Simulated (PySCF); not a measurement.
**NiCl2: structure of the triplet**

Aim: relax NiCl2 as a triplet from a B3LYP minimum start, check by its vibrations whether the end is a minimum, and collect its spectrum and constants.

The runs use PySCF 2.14.0; B3LYP, basis Ni def2-SVP, Cl def2-SVP, no relativity, density fitting.

## Step 1: The system as given

3 atoms, charge 0, spin multiplicity 3.

Bond lengths: Ni1–Cl2 2.090 Å, Ni1–Cl3 2.090 Å. Angles: Cl2–Ni1–Cl3 180.0°.

Coordinates in bohr (charge 0 multiplicity 3):
```
Ni    0.0000    0.0000    0.0000
Cl    3.9487    0.0000    0.0000
Cl   -3.9487    0.0000    0.0000
```

## Step 2: The SCF at the typed geometry

The steps below are one call of a driver around PySCF. For each, scf.py gives the equivalent set-up of the SCF; relaxations use the driver's own optimiser. After this first run the driver tries any further starts and a stability analysis.

Contents of scf.py:

```python
from pyscf import gto, scf, dft
mol = gto.M(atom='''
Ni     0.000000    -0.000000     0.000000
Cl     2.089588     0.000000     0.000000
Cl    -2.089588    -0.000000     0.000000''',
    basis={'Ni': 'def2-SVP', 'Cl': 'def2-SVP'},
    charge=0, spin=2)
mf = dft.UKS(mol, xc='B3LYP')
mf.grids.atom_grid = (50, 194)
aux = {'Ni': 'def2-universal-JKFIT', 'Cl': 'def2-universal-JKFIT'}
mf = mf.density_fit(auxbasis=aux)
mf.conv_tol = 1e-08
mf.diis_space = 10
mf.max_cycle = 60
mf.init_guess = 'minao'
mf.verbose = 4
mf.kernel()
```

Command:

```
$ OMP_NUM_THREADS=2 python axn.py task.json out
```

Log:

```text
init E= -2427.54834236572
[... the frontier-level lines of each cycle are left out ...]
cycle= 1 E= -2411.08602397156  delta_E= 16.5  |g|= 3.58  |ddm|= 8.99
cycle= 2 E= -2394.68071199418  delta_E= 16.4  |g|= 5.01  |ddm|= 9.09
cycle= 3 E= -2423.75403940707  delta_E= -29.1  |g|= 3.07  |ddm|= 7.54
cycle= 4 E= -2426.11988799401  delta_E= -2.37  |g|= 2.31  |ddm|= 1.71
cycle= 5 E= -2425.77321702839  delta_E= 0.347  |g|= 2.51  |ddm|= 0.737
cycle= 6 E= -2425.55530750978  delta_E= 0.218  |g|= 2.61  |ddm|= 0.208
cycle= 7 E= -2425.56894065228  delta_E= -0.0136  |g|=  2.6  |ddm|= 0.053
cycle= 8 E= -2425.53980826834  delta_E= 0.0291  |g|= 2.61  |ddm|= 0.0772
cycle= 9 E= -2426.01983823142  delta_E= -0.48  |g|= 2.42  |ddm|= 0.389
cycle= 10 E= -2427.05790399384  delta_E= -1.04  |g|= 1.81  |ddm|= 0.515
cycle= 11 E= -2427.68728394792  delta_E= -0.629  |g|= 1.31  |ddm|= 0.538
cycle= 12 E= -2427.89036148844  delta_E= -0.203  |g|= 1.24  |ddm|= 1.49
cycle= 13 E= -2428.29132210476  delta_E= -0.401  |g|= 0.466  |ddm|= 0.495
cycle= 14 E= -2428.3720992808  delta_E= -0.0808  |g|= 0.0486  |ddm|= 0.349
cycle= 15 E= -2428.3733553887  delta_E= -0.00126  |g|= 0.00726  |ddm|= 0.0599
cycle= 16 E= -2428.37351070681  delta_E= -0.000155  |g|= 0.0076  |ddm|= 0.0264
cycle= 17 E= -2428.37372232682  delta_E= -0.000212  |g|= 0.00288  |ddm|= 0.0492
cycle= 18 E= -2428.37378351154  delta_E= -6.12e-05  |g|= 0.00226  |ddm|= 0.0267
cycle= 19 E= -2428.37381743598  delta_E= -3.39e-05  |g|= 0.00104  |ddm|= 0.0326
cycle= 20 E= -2428.37381866608  delta_E= -1.23e-06  |g|= 0.000447  |ddm|= 0.00404
cycle= 21 E= -2428.37381892303  delta_E= -2.57e-07  |g|= 5.49e-05  |ddm|= 0.00222
cycle= 22 E= -2428.37381894501  delta_E= -2.2e-08  |g|= 4.28e-05  |ddm|= 0.000743
cycle= 23 E= -2428.37381895984  delta_E= -1.48e-08  |g|= 4.02e-05  |ddm|= 0.000277
cycle= 24 E= -2428.37381897518  delta_E= -1.53e-08  |g|= 3.99e-05  |ddm|= 0.000274
cycle= 25 E= -2428.37381898617  delta_E= -1.1e-08  |g|= 3.95e-05  |ddm|= 0.000196
cycle= 26 E= -2428.3738190009  delta_E= -1.47e-08  |g|= 3.96e-05  |ddm|= 0.000259
cycle= 27 E= -2428.37381905553  delta_E= -5.46e-08  |g|= 3.94e-05  |ddm|= 0.000952
cycle= 28 E= -2428.37381935031  delta_E= -2.95e-07  |g|= 4.07e-05  |ddm|= 0.00517
cycle= 29 E= -2428.37382005635  delta_E= -7.06e-07  |g|= 5.09e-05  |ddm|= 0.0127
cycle= 30 E= -2428.37381983733  delta_E= 2.19e-07  |g|= 4.27e-05  |ddm|= 0.00398
cycle= 31 E= -2428.3738206156  delta_E= -7.78e-07  |g|= 0.000122  |ddm|= 0.0145
cycle= 32 E= -2428.37382257262  delta_E= -1.96e-06  |g|= 0.000396  |ddm|= 0.0427
cycle= 33 E= -2428.37382193808  delta_E= 6.35e-07  |g|= 0.000142  |ddm|= 0.0164
cycle= 34 E= -2428.37382185531  delta_E= 8.28e-08  |g|= 0.00236  |ddm|= 0.117
cycle= 35 E= -2428.37382318318  delta_E= -1.33e-06  |g|= 0.00177  |ddm|= 0.0186
cycle= 36 E= -2428.37382319946  delta_E= -1.63e-08  |g|= 0.0017  |ddm|= 0.00659
cycle= 37 E= -2428.37382386591  delta_E= -6.66e-07  |g|= 0.00102  |ddm|= 0.024
cycle= 38 E= -2428.37382372267  delta_E= 1.43e-07  |g|= 0.00175  |ddm|= 0.0593
cycle= 39 E= -2428.37382498532  delta_E= -1.26e-06  |g|= 0.000935  |ddm|= 0.0174
cycle= 40 E= -2428.37382523962  delta_E= -2.54e-07  |g|= 0.000512  |ddm|= 0.00843
cycle= 41 E= -2428.37382489661  delta_E= 3.43e-07  |g|= 0.00136  |ddm|= 0.0622
cycle= 42 E= -2428.37382532676  delta_E= -4.3e-07  |g|= 0.0011  |ddm|= 0.00323
cycle= 43 E= -2428.37382615623  delta_E= -8.29e-07  |g|= 0.00026  |ddm|= 0.012
cycle= 44 E= -2428.37382610523  delta_E= 5.1e-08  |g|= 0.000392  |ddm|= 0.00544
cycle= 45 E= -2428.3738262148  delta_E= -1.1e-07  |g|= 7.3e-06  |ddm|= 0.00638
cycle= 46 E= -2428.37382621371  delta_E= 1.09e-09  |g|= 4.7e-05  |ddm|= 0.000239
Extra cycle  E= -2428.37382620853  delta_E= 5.18e-09  |g|= 0.000135  |ddm|= 0.000141
converged SCF energy = -2428.37382620853  <S^2> = 2.0036928  2S+1 = 3.0024608
```

This step, with its further starts and checks, needed 29 s of wall time on 2 threads of Arm Neoverse N1, shared host.

Energies from each starting density:

```
                      start   energy (Eh)
    the minimal-basis guess  -2428.373826
a thermally smeared density  -2428.373814
      a smeared PBE density  -2428.377473
```

The first run landed in a state that is too high. Following the other starts and the instabilities gains 16.4 kJ/mol (-2428.38006 Eh), and the work goes on from there.

## Step 3: Relaxing the triplet from the B3LYP minimum start

The program finds D∞h symmetry in the start, which this walk keeps.

Edit scf.py of step 2 so:

```diff
@@ -3 +3 @@
-Ni     0.000000    -0.000000     0.000000
+Ni     0.000000     0.000000     0.000000
@@ -5 +5 @@
-Cl    -2.089588    -0.000000     0.000000''',
+Cl    -2.089588     0.000000     0.000000''',
@@ -15 +14,0 @@
-mf.init_guess = 'minao'
```

The optimiser's trace:

```
step   energy (Eh)  change (kJ/mol)  largest symmetric gradient (Eh/bohr)
   0  -2428.380062             0.00                               0.00002
```

The walk took 1.9 s.

Geometry (Å) and forces (eV/Å) at some steps:

```
step 0
Ni   0.000   0.000   0.000   0.000   0.000   0.000
Cl   2.090   0.000   0.000  -0.001   0.002   0.000
Cl  -2.090   0.000   0.000   0.001  -0.002   0.000
```

After 0 steps and 0.0 kJ/mol it ends at D∞h: Ni–Cl 2.090 Å (×2); Cl–Ni–Cl 180.0°.

## Step 4: Is it a minimum? Harmonic modes

On the finer grid the gradient is checked again; gradients at displacements of ±0.02 bohr then give force constants and infrared intensities.

Edit scf.py of step 3 so:

```diff
@@ -9 +9 @@
-mf.grids.atom_grid = (50, 194)
+mf.grids.atom_grid = (75, 302)
@@ -12 +12 @@
-mf.conv_tol = 1e-08
+mf.conv_tol = 1e-10
```

The driver hands on the density of the step before, so the log starts near convergence.

Log of the central SCF (cycles and frontier levels):

```text
init E= -2428.37996602867
[... the frontier-level lines of each cycle are left out ...]
cycle= 1 E= -2428.37996602866  delta_E= 1.09e-11  |g|= 6.69e-06  |ddm|= 6.19e-06
Extra cycle  E= -2428.37996602847  delta_E= 1.89e-10  |g|= 2.36e-05  |ddm|= 2.14e-05
converged SCF energy = -2428.37996602847  <S^2> = 2.0037062  2S+1 = 3.0024698
```

The whole step took 36 s.

Geometry: D∞h; Ni–Cl 2.090 Å (×2); Cl–Ni–Cl 180.0°.

Modes, for the most abundant isotopes:

```json
{"ω (cm⁻¹)": "71", "IR (km/mol)": "12.4", "type": "bend"}
{"ω (cm⁻¹)": "71", "IR (km/mol)": "12.4", "type": "bend"}
{"ω (cm⁻¹)": "350", "IR (km/mol)": "0.0", "type": "stretch"}
{"ω (cm⁻¹)": "518", "IR (km/mol)": "111", "type": "stretch"}
```

Every mode is real; the point is a minimum.

The SCF density has lower symmetry than the nuclear frame, so the modes carry no labels; pairs that should be degenerate can split.

Properties at this point:

| Item | Value |
| --- | --- |
| Dipole moment | 0.00 D |
| Highest occupied level | -8.53 eV |
| Lowest empty level | -4.71 eV |
| Rotational constants | 0.0552 cm⁻¹ |
| Zero-point energy | 6.0 kJ/mol |
| Principal polarisabilities | 21.9, 21.9, 77.7 bohr³ |
| Atomisation energy without zero-point energy | 718 kJ/mol |
| Principal traceless quadrupole moments about the centre of mass | -9.42, 4.71, 4.71 D Å |
| Entropy at 298.15 K and 1 bar (electronic part: spin only) | 291.4 J/(mol K) |
| Heat capacity Cp at 298.15 K | 57.2 J/(mol K) |
| Enthalpy at 298.15 K above 0 K | 14.34 kJ/mol |
| Rotational symmetry number | 2 |
| Spin squared ⟨S²⟩ | 2.004 |

Populations by atom (charges in e):

```csv
atom,Mulliken,Löwdin,polar tensor,spin (Mulliken),Mayer order to Ni1
Ni1,0.54,0.29,1.06,1.64,–
"Cl2,3",-0.27,-0.14,-0.53,0.18,1.19
```

Outer orbital energies (eV). α occupied: -11.20, -11.20, -9.75, -9.51, -9.12, -9.12, -8.53, -8.53; empty: -0.99, 1.24, 1.24, 2.54. β occupied: -10.34, -10.34, -9.66, -9.02, -8.88, -8.87, -8.77, -8.77; empty: -4.71, -4.71, -0.83, 1.39.

Mulliken populations on Ni1: s 6.70, p 12.51, d 8.25, f 0.00.

## Step 5: Summary of results

| quantity | value |
| --- | --- |
| minimum | triplet, D∞h |
| geometry | Ni–Cl 2.090 Å (×2); Cl–Ni–Cl 180.0° |
| wavenumbers (cm⁻¹) | 71, 71, 350, 518 |
| dipole moment | 0.00 D |
| highest occupied, lowest empty level (either spin) | -8.53, -4.71 eV |
| polar-tensor charge of Ni1 | +1.06 e |
| zero-point energy | 6.0 kJ/mol |
| entropy at 298.15 K | 291.4 J/(mol K) |
| atomisation energy (no zero-point energy) | 718 kJ/mol |
| ⟨S²⟩ | 2.004 |

What this shows: The B3LYP minimum start keeps its D∞h symmetry and ends in a minimum. In the infrared the band at 518 cm⁻¹ (stretch) leads. Ni1 has a polar-tensor charge of +1.1 e (a dipole derivative, not a static charge), yet symmetry cancels the bond dipoles. Most of the spin sits on Ni1 (Mulliken spin 1.64, against 2 for the whole molecule). The first SCF alone would have been 16 kJ/mol too high. Other starts or spin states, not run here, may lie lower. The SCF density has lower symmetry than the nuclear frame. Open d and f shells are described by one determinant, and the ground state may have another occupation or spin.

The search up to here took 67 s.
